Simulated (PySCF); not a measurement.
# C4H6GeO: the cost of one run

The runs use PySCF 2.14.0, with density-fitted response routines of our own; the level of theory stands in each step. All values are computed, except where a source is named. Atoms are numbered from 0 throughout.

### Step 1. Starting geometry

12 atoms, charge 0, multiplicity 1; geometry from: GFN2-xTB. The atoms were then displaced at random by about 0.01 Å, so the start is not that level's minimum.

Bonds of the start (Å): C0–C1 1.31, C1–C2 1.45, C2–C3 1.31, C3–O4 1.31, O4–Ge5 1.79, C3–C1 1.44, C0–H6 1.10, C0–H7 1.05, C2–H8 1.08, Ge5–H9 1.50, Ge5–H10 1.49, Ge5–H11 1.49.

### Step 2. Relaxing the molecule at PBE0-D3(BJ)/def2-SVP

Job settings and geometry (Å):

```
{"job": {"xc": "PBE0", "basis": "def2-SVP", "d3": "d3bj", "grid": 1, "shake": 0.01, "kind": "geom"}, "charge": 0, "multiplicity": 1}
C      0.139540    -1.621310    -1.521590
C      0.369430    -1.285510    -0.278680
C      0.842740    -1.553690     1.060950
C      0.402990    -0.342220     0.814820
O      0.076580     0.853860     1.249560
Ge    -0.664600     2.178900     0.295860
H     -0.316900    -0.881950    -2.198430
H      0.357330    -2.564480    -1.929760
H      1.299830    -2.233300     1.770730
H     -2.006070     1.708100    -0.168850
H      0.245560     2.492640    -0.835050
H     -0.706740     3.220690     1.363800
```

The run is started by

```bash
$ OMP_NUM_THREADS=1 python probes_run.py task.json out
```

One launch serves the whole session: the jobs run in the order shown.

Q: Estimate the wall time and peak memory of this first job on 1 thread of Arm Neoverse V2, shared host.

About 61 s, with a peak of 0.57 GiB.
